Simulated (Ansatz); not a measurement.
# Be: the crystal squeezed far

The task here is to estimate one member of a computed series from the others.

Method: DFT PBEsol, with the methods named in each step, in Ansatz 0.2.0.

## The structure to begin with

It takes space group Fd-3m (No. 227, cubic). Conventional cell: a = 4.280 Å, b = 4.280 Å, c = 4.280 Å, α = 90.00°, β = 90.00°, γ = 90.00°. Around Be (site symmetry -43m) lie 4 Be at 1.85 Å.

Coordinates:

```cif
data_structure
_symmetry_space_group_name_H-M 'Fd-3m:1'
_symmetry_Int_Tables_number 227
_cell_length_a 4.2798
_cell_length_b 4.2798
_cell_length_c 4.2798
_cell_angle_alpha 90.000
_cell_angle_beta 90.000
_cell_angle_gamma 90.000
_cell_volume 78.39
loop_
_atom_site_label
_atom_site_type_symbol
_atom_site_symmetry_multiplicity
_atom_site_Wyckoff_symbol
_atom_site_fract_x
_atom_site_fract_y
_atom_site_fract_z
_atom_site_occupancy
Be1 Be 8 b 0.00000 0.50000 0.00000 1
```

The file gives the conventional cell by its symmetry; the runs use the cell typed in the input.

Whether this phase is the stable one at these pressures isn't tested.

Atoms are numbered in the order of the input: Be1, Be2.

The first run:

File input.yaml:

```yaml
crystal:
  lattice:
    - [0.0, 2.1398839719, 2.1398839719]
    - [2.1398839719, 0.0, 2.1398839719]
    - [2.1398839719, 2.1398839719, 0.0]
  atoms:
    - { symbol: Be, position: [-0.125, -0.125, -0.125] }
    - { symbol: Be, position: [0.125, 0.125, 0.125] }
kpoints:
  mp_grid: { grid: [15, 15, 15] }
scf:
  occupations: { method: fermi_dirac, width: 0.05 }
hamiltonian:
  xc: pbesol
  pseudopotentials: { kind: paw }
output:
  forces: true
  stress: true
relax:
  f_tol: 0.005
  max_steps: 40
  cell: {}
```

On the command line:

```sh
ansatz run input.yaml --threads 1 --pin off --max-ram 2048MiB --backend cpu --events-out ev --progress --plain --runs-dir out
```

Among the steps run: Cell relaxed at zero pressure, PAW; Volume scaled by 1, PAW; Volume scaled by 0.95, PAW; Volume scaled by 0.85, PAW; Volume scaled by 0.75, PAW; Volume scaled by 0.65, PAW; Volume scaled by 0.65, PAW (level accurate); Volume scaled by 0.55, PAW; Volume scaled by 0.55, PAW (level accurate); Volume scaled by 0.45, PAW; Volume scaled by 0.4, PAW; Volume scaled by 0.4, PAW (cutoff 300 eV).

One table of the session follows, with a row left open; its other results are not shown here.

| method | volume over the first | volume (Å³/atom) | pressure (GPa) |
| --- | --- | --- | --- |
| PAW | 1 | 14.470 | 0.01 |
| PAW | 0.95 | 13.746 | 2.55 |
| PAW | 0.85 | 12.299 | 9.72 |
| PAW | 0.75 | 10.852 | 21.20 |
| PAW | 0.65 | 9.405 | 40.18 |
| PAW | 0.55 | 7.958 | 73.10 |
| PAW | 0.45 | ? | ? |
| PAW | 0.4 | 5.788 | 186.71 |
| PAW (cutoff 300 eV) | 0.4 | 5.788 | 186.91 |
| PAW (level accurate) | 0.65 | 9.405 | 40.11 |
| PAW (level accurate) | 0.55 | 7.958 | 72.97 |

**Question.** Estimate the row for PAW, 0.45.

As computed: volume (Å³/atom): 6.511; pressure (GPa): 134.86. In the column «volume (Å³/atom)» it lies between PAW (cutoff 300 eV), 0.4 (5.788) and PAW, 0.55 (7.958).

Limits of these values: Warnings in the runs' records: cutoff below recommended.
